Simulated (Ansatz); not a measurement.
**C3H2F6: vertical ionisation energy**

One table from this session's results is given with a row withheld; the runs are named, their logs left out.

Program: Ansatz 0.2.0, Gaussian basis. Level of theory: unrestricted cation, the program's frozen cores in correlated methods. These are calculated values, not measurements.

The runs, in order: UKS PBE-D4/def2-TZVPP; UKS r2SCAN-D4/def2-TZVPP; UKS PBE0-D4/def2-TZVPP; UKS B3LYP-D4/def2-TZVPP; UKS wB97X-V/def2-TZVPP; UKS wB97M-V/def2-TZVPP; UKS B2PLYP/def2-TZVPP; UHF-CCSD(T)/def2-TZVPP; UHF-MP2/def2-QZVPP; extrapolation to the limit; then −ε(HOMO) from the neutral's earlier runs with LDA (SPW92), PBE-D4, revPBE-D4, BLYP-D4, r2SCAN-D4, B97M-V, PBE0-D4, B3LYP-D4, r2SCANh-D4, r2SCAN0-D4, HSE06-D4, BHLYP-D4, CAM-B3LYP-D4, LC-ωPBE, ωB97X-V, ωB97M-V.

### Structure used throughout

The geometry comes from an earlier relaxation with PBE0-D4 in a triple-zeta def2 set; it is a stationary point, not always the lowest conformer.

11 atoms, charge 0, spin multiplicity 1.

Atoms are counted from 1 here; the program's logs count them from 0.

Bond lengths: F1–C2 1.340 Å, C2–F3 1.351 Å, C2–C4 1.533 Å, C2–H10 1.093 Å, C4–F5 1.344 Å, C4–F6 1.344 Å, C4–C7 1.533 Å, C7–F8 1.340 Å, C7–F9 1.351 Å, C7–H11 1.093 Å. Angles: F1–C2–F3 108.7°, F1–C2–C4 109.2°, F1–C2–H10 109.6°, F3–C2–C4 108.6°, F3–C2–H10 109.3°, C4–C2–H10 111.3°, C2–C4–F5 108.0°, C2–C4–F6 109.8°, C2–C4–C7 112.5°, F5–C4–F6 108.7°, F5–C4–C7 109.8°, F6–C4–C7 108.0°, C4–C7–F8 109.2°, C4–C7–F9 108.6°, C4–C7–H11 111.3°, F8–C7–F9 108.7°, F8–C7–H11 109.6°, F9–C7–H11 109.3°.

Set-up of the first run:

The input, in.yaml:

```yaml
crystal:
  periodic: [false, false, false]
  atoms:
    - {symbol: F, position_ang: [-1.417002, 1.767648, 0.787223]}
    - {symbol: C, position_ang: [-0.252805, 1.159818, 0.519323]}
    - {symbol: F, position_ang: [0.382710, 0.908968, 1.685332]}
    - {symbol: C, position_ang: [-0.529652, -0.173899, -0.183836]}
    - {symbol: F, position_ang: [-1.060877, 0.093700, -1.389106]}
    - {symbol: F, position_ang: [-1.416822, -0.888278, 0.529663]}
    - {symbol: C, position_ang: [0.736442, -1.021607, -0.352035]}
    - {symbol: F, position_ang: [0.457631, -2.083905, -1.120388]}
    - {symbol: F, position_ang: [1.676759, -0.274361, -0.971561]}
    - {symbol: H, position_ang: [0.368637, 1.813286, -0.098591]}
    - {symbol: H, position_ang: [1.120378, -1.358470, 0.614477]}
basis:
  gaussian: {orbitals: def2-TZVPP}
total_charge: 1
magnetization: {spin_polarized: true, initial_magnetization: 1}
hamiltonian: {xc: pbe, dispersion: d4}
```

Launch:

```
$ ansatz run in.yaml --threads 2 --pin off --events-out ev --progress --plain --max-ram 32768MiB --backend cuda --devices 0, --max-vram 18GiB
```

Among the steps run: Cation, UKS PBE-D4/def2-TZVPP; Cation, UKS r2SCAN-D4/def2-TZVPP; Cation, UKS PBE0-D4/def2-TZVPP; Cation, UKS B3LYP-D4/def2-TZVPP; Cation, UKS wB97X-V/def2-TZVPP; Cation, UKS wB97M-V/def2-TZVPP; Cation, UKS B2PLYP (frozen core)/def2-TZVPP; Cation, UHF-CCSD(T)/def2-TZVPP; Cation, UHF-MP2/def2-QZVPP.

One of the session's tables, all rows but one given; the rest of the session is left out.

For comparison, −ε(HOMO) of the neutral from earlier runs:

| functional | −ε(HOMO) (eV) |
| --- | --- |
| LDA (SPW92) | 8.31 |
| PBE-D4 | 8.09 |
| revPBE-D4 | 7.99 |
| BLYP-D4 | 8.09 |
| r2SCAN-D4 | 8.49 |
| B97M-V | 8.66 |
| PBE0-D4 | 9.91 |
| B3LYP-D4 | 9.72 |
| r2SCANh-D4 | ? |
| r2SCAN0-D4 | 10.18 |
| HSE06-D4 | 9.49 |
| BHLYP-D4 | 11.76 |
| CAM-B3LYP-D4 | 11.50 |
| LC-ωPBE | 12.72 |
| ωB97X-V | 12.40 |
| ωB97M-V | 12.31 |

Estimate the missing values for r2SCANh-D4.

Worked estimate for «−ε(HOMO) (eV)». Against the share of exact exchange, r2SCAN-D4 (0, 8.49), r2SCAN0-D4 (0.25, 10.18) give a slope of 6.76 per unit share; at 0.1 the line stands at 9.17.

As computed: −ε(HOMO) (eV): 9.17. In «−ε(HOMO) (eV)» the line misses by 0.00.
